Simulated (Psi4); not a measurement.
**A workflow on GeH3F (fluorogermane)**

We compute a geometry optimisation (BP86-D3(BJ)/def2-SVP), then the harmonic vibrations, then the energy (CCSD(T)/def2-TZVP), then the excited states (TD-BP86/def2-SVP) of GeH3F (fluorogermane). 

The calculation is run with Psi4 1.11.

## 1. The system as given

GeH3F has 5 atoms, charge 0, and is taken as a singlet. SMILES: `[F][GeH3]`. All atoms were displaced at random from a relaxed shape. The run starts from this shape.

Bond lengths: F1–Ge2 1.881 Å, Ge2–H3 1.632 Å, Ge2–H4 1.602 Å, Ge2–H5 1.353 Å. Angles: F1–Ge2–H3 107.5°, F1–Ge2–H4 100.1°, F1–Ge2–H5 112.7°, H3–Ge2–H4 104.7°, H3–Ge2–H5 110.1°, H4–Ge2–H5 120.6°.

## 2. A structure relaxation at BP86-D3(BJ)/def2-SVP (density fitting) (run 1)

input.inp

```
memory 1.6 GB

molecule {
  0 1
  F     -1.139030     0.508576     1.205181
  Ge     0.101130     0.071642    -0.140321
  H      1.434735    -0.516128     0.593424
  H     -0.614067    -1.213734    -0.776105
  H      0.425491     1.132173    -0.914753
  units angstrom
  symmetry c1
}

set {
  basis        def2-SVP
  geom_maxiter 60
}

opt("bp86-d3bj")
```

Started as:

```console
psi4 -n 1 input.inp input.out
```

input.out:

```text
Psi4 1.11 release

gradient() will perform analytic gradient computation.

   => Loading Basis Set <=

    Name: DEF2-SVP
    Role: ORBITAL
    Keyword: BASIS

   => BP86-D3(BJ): Empirical Dispersion <=

        s6 =       1.000000
        s8 =       3.282200
        a1 =       0.394600
        a2 =       4.851600

         ---------------------------------------------------------
                                   SCF
                              RKS Reference
                        1 Threads,   1525 MiB Core
         ---------------------------------------------------------

  ==> Geometry <==

    Molecular point group: c1
    Full point group: C1

    Geometry (in Angstrom), charge = 0, multiplicity = 1:

       Center              X                  Y                   Z               Mass
    ------------   -----------------  -----------------  -----------------  -----------------
         F           -1.004489859749     0.358949465639     1.086174998371    18.998403162730
         GE           0.235670140251    -0.077984534361    -0.259327001629    73.921177761000
         H            1.569275140251    -0.665754534361     0.474417998371     1.007825032230
         H           -0.479526859749    -1.363360534361    -0.895111001629     1.007825032230
         H            0.560031140251     0.982546465639    -1.033759001629     1.007825032230

  Running in c1 symmetry.

  Rotational constants: A =      2.58891  B =      0.28772  C =      0.28630 [cm^-1]
  Rotational constants: A =  77613.50670  B =   8625.66836  C =   8582.99443 [MHz]
  Nuclear repulsion =  120.318735714801349

  Charge       = 0
  Multiplicity = 1
  Electrons    = 44
  Nalpha       = 22
  Nbeta        = 22

  ==> Algorithm <==

  SCF Algorithm Type is DF.
  DIIS enabled.
  MOM disabled.
  Fractional occupation disabled.
  Guess Type is SAD.
  Energy threshold   = 1.00e-08
  Density threshold  = 1.00e-08
  Integral threshold = 1.00e-12

  ==> Primary Basis <==

  Basis Set: DEF2-SVP
    Blend: DEF2-SVP
    Number of shells: 27
    Number of basis functions: 61
    Number of Cartesian functions: 65
    Spherical Harmonics?: true
    Max angular momentum: 2

  ==> DFT Potential <==

   => LibXC <=

    Version 7.1.2

   => Composite Functional: BP86-D3BJ2B <=

    BP86 GGA Exchange-Correlation Functional

    Deriv               =              1
    GGA                 =           TRUE
    Meta                =          FALSE

    Exchange Hybrid     =          FALSE
    MP2 Hybrid          =          FALSE

   => Exchange Functionals <=

    1.0000     XC_GGA_X_B88

   => Correlation Functionals <=

    1.0000     XC_GGA_C_P86

   => LibXC Density Thresholds  <==

    XC_GGA_C_P86:  1.00E-15
    XC_GGA_X_B88:  1.00E-15

   => Molecular Quadrature <=

    Radial Scheme          =       TREUTLER
    Pruning Scheme         =           NONE
    Nuclear Scheme         =       TREUTLER

    Blocking Scheme        =         OCTREE
    BS radius alpha        =              1
    Pruning alpha          =              1
    Radial Points          =             75
    Spherical Points       =            302
    Total Points           =         109102
    Total Blocks           =            859
    Max Points             =            256
    Max Functions          =             60
    Weights Tolerance      =       1.00E-15

   => Loading Basis Set <=

    Name: (DEF2-SVP AUX)
    Role: JKFIT
    Keyword: DF_BASIS_SCF

  ==> Integral Setup <==

  DFHelper Memory: AOs need 0.013 GiB; user supplied 0.963 GiB.
  SCF_SUBTYPE=INCORE selected. In-core MEM_DF algorithm will be used.
  Using in-core AOs.

  ==> MemDFJK: Density-Fitted J/K Matrices <==

    J tasked:                   Yes
    K tasked:                    No
    wK tasked:                   No
    Memory [MiB]:               985
    Algorithm:                 Core
    Schwarz Cutoff:           1E-12
    Mask sparsity (%):       0.2687
    Fitting Condition:        1E-10

   => Auxiliary Basis Set <=

  Basis Set: (DEF2-SVP AUX)
    Blend: DEF2-UNIVERSAL-JKFIT
    Number of shells: 103
    Number of basis functions: 397
    Number of Cartesian functions: 524
    Spherical Harmonics?: true
    Max angular momentum: 5

  Cached 100.0% of DFT collocation blocks in 0.155 [GiB].

  Minimum eigenvalue in the overlap matrix is 2.0086234356E-02.
  Reciprocal condition number of the overlap matrix is 5.2250995363E-03.
    Using symmetric orthogonalization.

  ==> Pre-Iterations <==

  SCF Guess: Superposition of Atomic Densities via on-the-fly atomic UHF (no occupation information).

   -------------------------
    Irrep   Nso     Nmo
   -------------------------
     A         61      61
   -------------------------
    Total      61      61
   -------------------------

  ==> Iterations <==

                           Total Energy        Delta E     RMS |[F,P]|

[... 3 lines left out ...]
   @DF-RKS iter   3: -2178.27080587298678   -6.89399e+00   2.05109e-02 DIIS/ADIIS
[... 4 lines left out ...]
   @DF-RKS iter   8: -2178.56614852757912   -5.46966e-07   1.76869e-06 DIIS
[... 32 lines left out ...]
    Final Occupation by Irrep:
[... 12 lines left out ...]
    DFT Exchange-Correlation Energy =     -90.8418621316555743
[... 18 lines left out ...]
 Dipole Y            :          0.5858439           -0.5887036           -0.0028597
[... 129 lines left out ...]
	   Step    Total Energy     Delta E     Max Force     RMS Force      Max Disp      RMS Disp   ~
[... 142 lines left out ...]
   @DF-RKS iter   1: -2178.58722670755242    3.36672e-02   9.83660e-04 DIIS/ADIIS
[... 4 lines left out ...]
   @DF-RKS iter   6: -2178.58959994920770   -1.14439e-07   2.33323e-06 DIIS
[... 10 lines left out ...]
    Final Occupation by Irrep:
[... 12 lines left out ...]
    DFT Exchange-Correlation Energy =     -90.8529856006588972
[... 18 lines left out ...]
 Dipole Y            :          0.2676452           -0.3588311           -0.0911859
[... 98 lines left out ...]
	   Step    Total Energy     Delta E     Max Force     RMS Force      Max Disp      RMS Disp
[... 100 lines left out ...]
   @DF-RKS iter   1: -2178.59107949170448    1.44518e-02   2.64072e-04 DIIS/ADIIS
[... 4 lines left out ...]
   @DF-RKS iter   6: -2178.59124472718577   -1.34946e-08   5.43578e-07 DIIS
[... 10 lines left out ...]
    Final Occupation by Irrep:
[... 12 lines left out ...]
    DFT Exchange-Correlation Energy =     -90.8637923749133023
[... 18 lines left out ...]
 Dipole Y            :          0.1289833           -0.2684406           -0.1394573
[... 98 lines left out ...]
	   Step    Total Energy     Delta E     Max Force     RMS Force      Max Disp      RMS Disp
[... 94 lines left out ...]
   @DF-RKS iter   1: -2178.59192130304609   -5.19143e-03   8.70705e-05 DIIS
[... 4 lines left out ...]
   @DF-RKS iter   6: -2178.59194261753873   -1.73395e-09   2.68148e-07 DIIS
[... 15 lines left out ...]
  @DF-RKS Final Energy: -2178.59194261832408
[... 7 lines left out ...]
    Empirical Dispersion Energy =          -0.0030166000651657
[... 18 lines left out ...]
 Dipole Z            :         -0.3460859           -0.2255267           -0.5716126
[... 99 lines left out ...]
	  Convergence Criteria     1.00e-06 *    3.00e-04 *             o    1.20e-03 *             o
[... 93 lines left out ...]
   @DF-RKS iter   2: -2178.59210604505870   -2.45206e-06   3.68285e-05 DIIS
[... 4 lines left out ...]
   @DF-RKS iter   7: -2178.59211094699231   -1.81899e-12   1.59814e-08 DIIS
[... 18 lines left out ...]
    Nuclear Repulsion Energy =            125.2275706783938176
[... 4 lines left out ...]
    VV10 Nonlocal Energy =                  0.0000000000000000
[... 60 lines left out ...]
    Weights Tolerance      =       1.00E-15
[... 126 lines left out ...]
    Weights Tolerance      =       1.00E-15
[... 24 lines left out ...]
   @DF-RKS iter   3: -2178.59213098647069   -1.29445e-06   4.51666e-06 DIIS
[... 4 lines left out ...]
  Energy and wave function converged.
[... 18 lines left out ...]
    Two-Electron Energy =                1071.5861486474291269
[... 18 lines left out ...]
 Dipole X            :          0.2448115            0.2471697            0.4919813
[... 94 lines left out ...]
	Measures of convergence in internal coordinates in au.
[... 98 lines left out ...]
   @DF-RKS iter   0: -2178.59242869540822   -2.17859e+03   6.88981e-05
[... 4 lines left out ...]
   @DF-RKS iter   5: -2178.59213891932359   -7.62157e-10   1.76452e-07 DIIS
[... 15 lines left out ...]
  @DF-RKS Final Energy: -2178.59213891935769
[... 7 lines left out ...]
    Empirical Dispersion Energy =          -0.0030164840541784
[... 18 lines left out ...]
 Dipole Z            :         -0.2546541           -0.2854300           -0.5400841
[... 99 lines left out ...]
	  Convergence Criteria     1.00e-06 *    3.00e-04 *             o    1.20e-03 *             o
[... 93 lines left out ...]
   @DF-RKS iter   2: -2178.59213978175603    1.93545e-08   4.98796e-06 DIIS
[... 4 lines left out ...]
  Energy and wave function converged.
[... 28 lines left out ...]
    Final Occupation by Irrep:
              A
    DOCC [    22 ]
    NA   [    22 ]
    NB   [    22 ]

  @DF-RKS Final Energy: -2178.59213982119536

   => Energetics <=

    Nuclear Repulsion Energy =            125.2937874410888810
    One-Electron Energy =               -3284.6243044365928654
    Two-Electron Energy =                1071.6004411764242832
    DFT Exchange-Correlation Energy =     -90.8590475613543163
    Empirical Dispersion Energy =          -0.0030164407618416
    VV10 Nonlocal Energy =                  0.0000000000000000
    Total Energy =                      -2178.5921398211953601

Computation Completed

Properties will be evaluated at   0.000000,   0.000000,   0.000000 [a0]

Properties computed using the SCF density matrix

 Multipole Moments:

 ------------------------------------------------------------------------------------
     Multipole            Electronic (a.u.)      Nuclear  (a.u.)        Total (a.u.)
 ------------------------------------------------------------------------------------

 L = 1.  Multiply by 2.5417464519 to convert [e a0] to [Debye]
 Dipole X            :          0.2336785            0.2561730            0.4898515
 Dipole Y            :         -0.1089378           -0.1252071           -0.2341448
 Dipole Z            :         -0.2536642           -0.2862395           -0.5399036
 Magnitude           :                                                    0.7656855

 ------------------------------------------------------------------------------------

	total time  =          1 seconds =       0.02 minutes

         ------------------------------------------------------------
                                   SCF GRAD
         ------------------------------------------------------------

  ==> Geometry <==

    Molecular point group: c1
    Full point group: C1

    Geometry (in Angstrom), charge = 0, multiplicity = 1:

       Center              X                  Y                   Z               Mass
    ------------   -----------------  -----------------  -----------------  -----------------
         F           -0.911481512049     0.437518946275     1.007132092584    18.998403162730
         GE           0.213880020681    -0.102635553587    -0.236283775830    73.921177761000
         H            1.491536026709    -0.582604750165     0.495402029713     1.007825032230
         H           -0.485807825577    -1.253941328314    -1.000083716946     1.007825032230
         H            0.489005671133     1.116956558307    -1.149897713523     1.007825032230

  Nuclear repulsion =  125.293787441088881

   => Molecular Quadrature <=

    Radial Scheme          =       TREUTLER
    Pruning Scheme         =           NONE
    Nuclear Scheme         =       TREUTLER

    Blocking Scheme        =         OCTREE
    BS radius alpha        =              1
    Pruning alpha          =              1
    Radial Points          =             75
    Spherical Points       =            302
    Total Points           =         109068
    Total Blocks           =            859
    Max Points             =            256
    Max Functions          =             60
    Weights Tolerance      =       1.00E-15

  -Total Gradient:
     Atom            X                  Y                   Z
    ------   -----------------  -----------------  -----------------
       1       -0.000013440314    -0.000040325369    -0.000044754271
       2        0.000145946648     0.000091364985     0.000007273155
       3        0.000001603788    -0.000037878561    -0.000017505182
       4       -0.000023180422     0.000001077701    -0.000010726584
       5       -0.000030431577    -0.000057540430    -0.000018246089

	total time  =          1 seconds =       0.02 minutes

    			-----------------------------------------

    			 OPTKING 3.0: for geometry optimizations

    			        with contributions from

    			-----------------------------------------

	                            ===> Fragment 1 <==

	 Z (Atomic Numbers)          Masses                          Geom
	       9.000000            18.998403         -1.72245043  0.82679098  1.90320383
	      32.000000            73.921178          0.40417466 -0.19395309 -0.44651162
	       1.000000             1.007825          2.81859460 -1.10096342  0.93617416
	       1.000000             1.007825         -0.91804374 -2.36960569 -1.88988433
	       1.000000             1.007825          0.92408679  2.11074199 -2.17299175

	 - Coordinate -           - BOHR/RAD -       - ANG/DEG -
	 R(1,2)           =         3.329507           1.761899
	 R(2,3)           =         2.926416           1.548593
	 R(2,4)           =         2.926611           1.548696
[... 18 lines of this table left out ...]
	 O(5,2,3,4)       =         0.833908          47.779415

	        --- Internal Coordinate Step in ANG or DEG, aJ/ANG or AJ/DEG ---
	-------------------------------------------------------------------------------
	           Coordinate      Previous         Force          Change          New
	           ----------      --------        ------          ------        ------
	               R(1,2)       1.76190        0.00009        0.00003       1.76192
	               R(2,3)       1.54859        0.00003        0.00004       1.54863
	               R(2,4)       1.54870       -0.00006       -0.00005       1.54865
[... 18 lines of this table left out ...]
	           O(5,2,3,4)      47.77942        0.00000        0.02149      47.80090
	-------------------------------------------------------------------------------

	                                 ==> Convergence Check <==

	Measures of convergence in internal coordinates in au.

	Criteria marked as inactive (o), active & met (*), and active & unmet ( ).

	----------------------------------------------------------------------------------------------
	   Step    Total Energy     Delta E     Max Force     RMS Force      Max Disp      RMS Disp
	----------------------------------------------------------------------------------------------
	  Convergence Criteria     1.00e-06 *    3.00e-04 *             o    1.20e-03 *             o
	----------------------------------------------------------------------------------------------
	     8   -2178.59213982   -9.02e-07 *    4.59e-05 *    2.06e-05 o    1.01e-03 *    5.47e-04 o  ~
	----------------------------------------------------------------------------------------------

Next Geometry in Ang
	Fragment 1 (Ang)

	    F  -0.9113528706   0.4377049102   1.0073602046
	   Ge   0.2135088538  -0.1028180534  -0.2363836157
	    H   1.4914043861  -0.5823342528   0.4952575175
	    H  -0.4857272665  -1.2542870870  -1.0002588665
	    H   0.4892992780   1.1170283554  -1.1497063238

    Final optimized geometry and variables:
    Molecular point group: c1
    Full point group: C1

    Geometry (in Angstrom), charge = 0, multiplicity = 1:

    F           -0.911481512049     0.437518946275     1.007132092584
    GE           0.213880020681    -0.102635553587    -0.236283775830
    H            1.491536026709    -0.582604750165     0.495402029713
    H           -0.485807825577    -1.253941328314    -1.000083716946
    H            0.489005671133     1.116956558307    -1.149897713523

    Psi4 run time: 0:00:25.32

[set-up sections that repeat, and orbital energies of the middle runs, are left out above]
```

Standard output:

```text
Optimizer: Optimization complete!
```

Run time: 27 s. Hardware: 1 thread of Intel Xeon Platinum 8488C (Sapphire Rapids), shared host; peak memory 0.43 GiB.

Steps, from the record of the run:

```
step  energy from the first frame kept (eV)  largest force (eV/Å)
   0                                 0.0000                7.1414
   1                                -0.6381                1.4501
   2                                -0.6829                0.5885
   3                                -0.7019                0.2870
   4                                -0.7065                0.0902
   5                                -0.7070                0.0414
   6                                -0.7072                0.0174
   7                                -0.7073                0.0089
```

After the run. Bond lengths: F1–Ge2 1.762 Å, Ge2–H3 1.549 Å, Ge2–H4 1.549 Å, Ge2–H5 1.548 Å. Angles: F1–Ge2–H3 106.8°, F1–Ge2–H4 106.7°, F1–Ge2–H5 106.8°, H3–Ge2–H4 112.0°, H3–Ge2–H5 112.1°, H4–Ge2–H5 112.0°.

## 3. Vibrational wavenumbers at BP86-D3(BJ)/def2-SVP (density fitting) (run 2)

job.in

```
memory 1.6 GB

molecule {
  F     -1.97669510     1.10954325     2.12809240
  Ge     0.14993087     0.08880012    -0.22162330
  H      2.56435079    -0.81820984     1.16106285
  H     -1.17228782    -2.08685291    -1.66499611
  H      0.66984366     2.39349498    -1.94810354
  units bohr
}

set {
  basis                      def2-SVP
  t                          298.15
  rotational_symmetry_number 3
}

frequencies("bp86-d3bj")
```

Started as:

```console
psi4 -n 1 job.in job.out
```

job.out, cut to the lines that bear on the results:

```text
[...]
  Running in c1 symmetry.
[...]
  Nuclear repulsion =  125.293773044938717
[...]
  Multiplicity = 1
[...]
  Nalpha       = 22
  Nbeta        = 22
[...]
    Number of basis functions: 61
[...]
   @DF-RKS iter   1: -2177.15131149903527   -1.76413e+00   4.04187e-02 DIIS/ADIIS
[...]
   @DF-RKS iter  10: -2178.59213869160794   -1.45519e-10   5.79014e-09 DIIS
[...]
  @DF-RKS Final Energy: -2178.59213869160794
   => Energetics <=
    Nuclear Repulsion Energy =            125.2923999032802982
    One-Electron Energy =               -3284.6214678632554751
    Two-Electron Energy =                1071.5989542892632471
    DFT Exchange-Correlation Energy =     -90.8590085897629791
    Empirical Dispersion Energy =          -0.0030164311328410
    VV10 Nonlocal Energy =                  0.0000000000000000
    Total Energy =                      -2178.5921386916079427
[...]
  -Total Gradient:
     Atom            X                  Y                   Z
    ------   -----------------  -----------------  -----------------
       1       -0.000034232720    -0.000088268556    -0.000042068360
       2       -0.000001685499    -0.000288560061     0.000055437577
       3       -0.000014457745    -0.000073605939    -0.000016027163
       4        0.000097431073     0.000207386977     0.000161279562
       5        0.000033626237     0.000200608175    -0.000247400330
[...]
  ==> Harmonic Vibrational Analysis <==
[...]
  Freq [cm^-1]                 626.1699            629.2561            684.9647
[...]
  IR activ [km/mol]            36.6027             36.9822             62.1442
[...]
  Freq [cm^-1]                 832.3235            835.7081            867.1590
[...]
  IR activ [km/mol]            58.8733             58.6732             87.4608
[...]
  Freq [cm^-1]                2084.9426           2101.5580           2102.1849
[...]
  IR activ [km/mol]            22.0774             136.0664            135.8070
[...]
  Total E_0, Enthalpy at 0 [K]                                                        -2178.56761702 [Eh]
[...]
  Total H, Enthalpy at  298.15 [K]                                                    -2178.56323023 [Eh]
[...]
  Total G, Gibbs energy at  298.15 [K]                                                -2178.59193102 [Eh]
[...]
```

It took 84 s on 1 thread of Intel Xeon Platinum 8488C (Sapphire Rapids), shared host; peak memory 0.44 GiB.

[end of part 1 of 2]
